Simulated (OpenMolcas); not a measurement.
# TiNH2Cl3 (SMILES [NH2][Ti]([Cl])([Cl])[Cl]): levels of theory compared

Aim: a comparison of 6 runs (HF/3-21G, HF/def2-SVP, B2PLYP/def2-SVP, M06-L/def2-SVP, SVWN5/def2-SVP, r2SCAN/def2-SVP) of TiNH2Cl3. 

Program for the calculation: OpenMolcas 26.06.

1 further run of the same task is left out (it didn't finish).

## (1) The molecule

The species is TiNH2Cl3 (7 atoms), meant as a singlet with charge 0. SMILES: `[NH2][Ti]([Cl])([Cl])[Cl]`. One bond was lengthened or shortened from a relaxed shape.

Bond lengths: N1–Ti2 1.838 Å, Ti2–Cl3 2.181 Å, Ti2–Cl4 2.192 Å, Ti2–Cl5 2.509 Å, N1–H6 1.012 Å, N1–H7 1.012 Å. Angles: N1–Ti2–Cl3 107.1°, N1–Ti2–Cl4 109.3°, N1–Ti2–Cl5 107.2°, Cl3–Ti2–Cl4 109.6°, Cl3–Ti2–Cl5 114.1°, Cl4–Ti2–Cl5 109.4°, Ti2–N1–H6 124.2°, Ti2–N1–H7 124.2°, H6–N1–H7 111.5°.

## (2) A single-point energy at HF/3-21G (run 1)

struct.xyz

```xyz
7

N     -0.798855     0.234781     0.992424
Ti     0.293545    -0.518119    -0.279776
Cl     1.800045    -1.686919     0.779024
Cl    -0.893855    -1.839519    -1.563476
Cl     1.232300     1.358700    -1.654500
H     -1.322655     1.089881     0.858524
H     -0.984155    -0.175919     1.898224
```

calc.inp

```
>>> EXPORT MOLCAS_PRINT=2

&gateway
 baslib=$CurrDir
 coord=struct.xyz
 basis=3-21G
 group=NoSym

&seward

&scf
 thresholds=1e-10 1e-07 1e-07 1e-05
 prorbitals=0
```

The basis set 3-21G is read from a file made from the Basis Set Exchange's data (not shown).

The run is started by

```sh
export MOLCAS_MEM=1860
pymolcas calc.inp > calc.log
```

Output:

```text
--- Start Module: gateway ---
[...]
--- Stop Module: gateway /rc=_RC_ALL_IS_WELL_ ---
--- Start Module: seward ---
[...]
      Basis functions           79
--- Stop Module: seward /rc=_RC_ALL_IS_WELL_ ---
[...]
--- Start Module: scf ---
[...]
       Convergence after  19 Iterations
[...]
::    Total SCF energy                              -2271.6734122837
[...]
      Total spin, S                                     0.0000000000
[...]
      Total electronic charge=   82.000000
      Total            charge=   -0.000000
[...]
      Dipole Moment (debye):
      Origin of the operator (angstrom)=    0.4462   -0.5711   -0.4857
                   X= -3.4483E+00               Y=  4.2238E-01               Z=  4.4028E+00           Total=  5.6084E+00
      Quadrupole Moment (debye*angstrom):
[...]
--- Stop Module: scf /rc=_RC_ALL_IS_WELL_ ---
[...]
```

Run time: 9.3 s. Hardware: 1 thread of AMD EPYC 7R43 (Zen 3), shared host; peak memory 0.44 GiB.

## (3) The energy at HF/def2-SVP (run 2)

calc.input

```
* Cl3H2NTi Hartree-Fock
&GATEWAY
BasLib
$CurrDir
Coord
7
angstrom
N       -0.798855       0.234781       0.992424
Ti       0.293545      -0.518119      -0.279776
Cl       1.800045      -1.686919       0.779024
Cl      -0.893855      -1.839519      -1.563476
Cl       1.232300       1.358700      -1.654500
H       -1.322655       1.089881       0.858524
H       -0.984155      -0.175919       1.898224
Basis
def2-SVP
Group
NoSym
&SEWARD
&SCF
Thresholds
1e-10 1e-07 1e-07 1e-05
PrOrbitals
1
```

The basis set def2-SVP is read from a file made from the Basis Set Exchange's data (not shown).

The run is started by

```sh
export MOLCAS_MEM=1860
pymolcas calc.input > calc.log
```

Output:

```text
--- Start Module: gateway ---
[...]
--- Stop Module: gateway /rc=_RC_ALL_IS_WELL_ ---
--- Start Module: seward ---
[...]
      Basis functions          109
--- Stop Module: seward /rc=_RC_ALL_IS_WELL_ ---
[...]
--- Start Module: scf ---
[...]
       Convergence after  18 Iterations
[...]
::    Total SCF energy                              -2282.1222080869
[...]
      Total spin, S                                     0.0000000000
[...]
      Total electronic charge=   82.000000
      Total            charge=   -0.000000
[...]
      Dipole Moment (debye):
      Origin of the operator (angstrom)=    0.4462   -0.5711   -0.4857
                   X= -2.6023E+00               Y= -1.2595E-01               Z=  3.4890E+00           Total=  4.3544E+00
      Quadrupole Moment (debye*angstrom):
[...]
--- Stop Module: scf /rc=_RC_ALL_IS_WELL_ ---
[...]
```

Wall time 20 s (1 thread of AMD EPYC 7R43 (Zen 3), shared host); peak memory 0.63 GiB.

## (4) A single-point energy at B2PLYP/def2-SVP (run 3)

job.input

```
* Cl3H2NTi Kohn-Sham DFT

&GATEWAY
  BasLib = $CurrDir
  Coord
  7
  bohr
  N     -1.50961716     0.44367179     1.87540956
  Ti     0.55471966    -0.97910301    -0.52870002
  Cl     3.40159206    -3.18781490     1.47214200
  Cl    -1.68914115    -3.47618711    -2.95454144
  Cl     2.32870950     2.56757089    -3.12655187
  H     -2.49945571     2.05957660     1.62237523
  H     -1.85978341    -0.33243873     3.58712348
  Basis = def2-SVP
  Group = NoSym

&SEWARD
  GridInput
  Grid=UltraFine
  End of Grid

&SCF
  KSDFT = B2PLYP_SCF
  Thresholds = 1e-10 1e-07 1e-07 1e-05
  PrOrbitals = 1

&MBPT2
  Frozen = 21
```

The basis set def2-SVP is read from a file made from the Basis Set Exchange's data (not shown).

The run is started by

```sh
export MOLCAS_MEM=1860
pymolcas job.input > job.log
```

Output:

```text
--- Start Module: gateway ---
[...]
--- Stop Module: gateway /rc=_RC_ALL_IS_WELL_ ---
[...]
      Basis functions          109
[...]
--- Start Module: scf ---
[...]
       Convergence after  17 Iterations
[...]
::    Total KS-DFT energy                           -2284.6491384528
[...]
      Total spin, S                                     0.0000000000
[...]
      Total electronic charge=   82.000000
      Total            charge=   -0.000000
[...]
      Dipole Moment (debye):
      Origin of the operator (angstrom)=    0.4462   -0.5711   -0.4857
                   X= -2.4775E+00               Y= -3.8537E-02               Z=  3.3588E+00           Total=  4.1739E+00
      Quadrupole Moment (debye*angstrom):
[...]
--- Stop Module: scf /rc=_RC_ALL_IS_WELL_ ---
[...]
--- Start Module: mbpt2 ---
[...]
 ###    WARNING: MP2 implementation intended for RHF references only         ###
 ###############################################################################
MBPT2 WARNING: Reference function according to RunFile:KS-DFT
I'll assume you know what you're doing and continue
WARNING!
Default frozen orbitals as non valence orbitals is overwritten by user input.
Default values:  22
[...]
       Reference weight ( Cref**2 )         =        0.61289
::    Total MBPT2 energy                            -2285.8055870138
[...]
      Total MBPT2 calculations                           1.03      1.16
--- Stop Module: mbpt2 /rc=_RC_ALL_IS_WELL_ ---
[...]
```

Wall time 45 s (1 thread of AMD EPYC 7R43 (Zen 3), shared host); peak memory 0.64 GiB.

Runs 4 to 5 aren't shown in full; the table further down has their settings and results.

## (5) A single-point energy at r2SCAN/def2-SVP (run 6)

test.input

```
&GATEWAY
BasLib = $CurrDir
BasisSet
N.def2-SVP....
N1 -0.798855 0.234781 0.992424 angstrom
End of Basis
BasisSet
Ti.def2-SVP....
Ti2 0.293545 -0.518119 -0.279776 angstrom
End of Basis
BasisSet
Cl.def2-SVP....
Cl3 1.800045 -1.686919 0.779024 angstrom
Cl4 -0.893855 -1.839519 -1.563476 angstrom
Cl5 1.232300 1.358700 -1.654500 angstrom
End of Basis
BasisSet
H.def2-SVP....
H6 -1.322655 1.089881 0.858524 angstrom
H7 -0.984155 -0.175919 1.898224 angstrom
End of Basis
&SEWARD
GridInput
Grid=UltraFine
End of Grid
&SCF
KSDFT = 2
1.0 MGGA_X_R2SCAN
1.0 MGGA_C_R2SCAN
Thresholds = 1e-10 1e-07 1e-07 1e-05
PrOrbitals = 1 1
```

The basis set def2-SVP is read from a file made from the Basis Set Exchange's data (not shown).

The run is started by

```sh
export MOLCAS_MEM=1860
pymolcas test.input > test.log
```

Output:

```text
--- Start Module: gateway ---
[...]
--- Stop Module: gateway /rc=_RC_ALL_IS_WELL_ ---
--- Start Module: seward ---
[...]
      Basis functions          109
--- Stop Module: seward /rc=_RC_ALL_IS_WELL_ ---
[...]
--- Start Module: scf ---
[...]
       Convergence after  22 Iterations
[...]
::    Total KS-DFT energy                           -2285.5400160344
[...]
      Total spin, S                                     0.0000000000
[...]
      Total electronic charge=   82.000000
      Total            charge=   -0.000000
[...]
      Dipole Moment (debye):
      Origin of the operator (angstrom)=    0.4462   -0.5711   -0.4857
                   X= -2.3487E+00               Y=  1.4427E-01               Z=  3.2282E+00           Total=  3.9948E+00
      Quadrupole Moment (debye*angstrom):
[...]
--- Stop Module: scf /rc=_RC_ALL_IS_WELL_ ---
[...]
```

It took 71 s on 1 thread of AMD EPYC 7R43 (Zen 3), shared host; peak memory 0.64 GiB.

## (6) Overview of the runs

```csv
run,level,frozen core orbitals,integration grid,energy (Eh),dipole moment (D),HOMO energy (eV),LUMO energy (eV),wall time
1,HF/3-21G,–,–,-2271.673412,5.61,-12.12,-0.66,9.3 s
2,HF/def2-SVP,–,–,-2282.122208,4.35,-11.64,0.16,20 s
3,B2PLYP/def2-SVP,21,UltraFine,-2284.961380,4.17,-9.46,-2.24,45 s
4,M06-L/def2-SVP,–,UltraFine,-2285.671150,4.03,-7.37,-4.60,80 s
5,SVWN5/def2-SVP,–,UltraFine,-2278.752823,3.78,-7.02,-4.48,69 s
6,r2SCAN/def2-SVP,–,UltraFine,-2285.540016,3.99,-7.38,-4.50,71 s
```

## (7) Summary of results

```
            quantity           value
 run 6: total energy  -2285.54002 Eh
run 6: dipole moment          3.99 D
  run 6: HOMO energy        -7.38 eV
  run 6: LUMO energy        -4.50 eV
run 6: HOMO–LUMO gap         2.88 eV
```

What this shows: The dipole moment (its size) runs from 3.78 D (SVWN5/def2-SVP) to 5.61 D (HF/3-21G). The two ends differ in method and basis. The HOMO–LUMO gap runs from 2.54 eV (SVWN5/def2-SVP) to 11.79 eV (HF/def2-SVP). Exact exchange widens orbital gaps. For B2PLYP the log adds the whole second-order term; the table takes 0.27 of it, as the functional is defined. Totals of different functionals can't be ranked against each other. All runs together took 4.9 min, the longest 80 s.
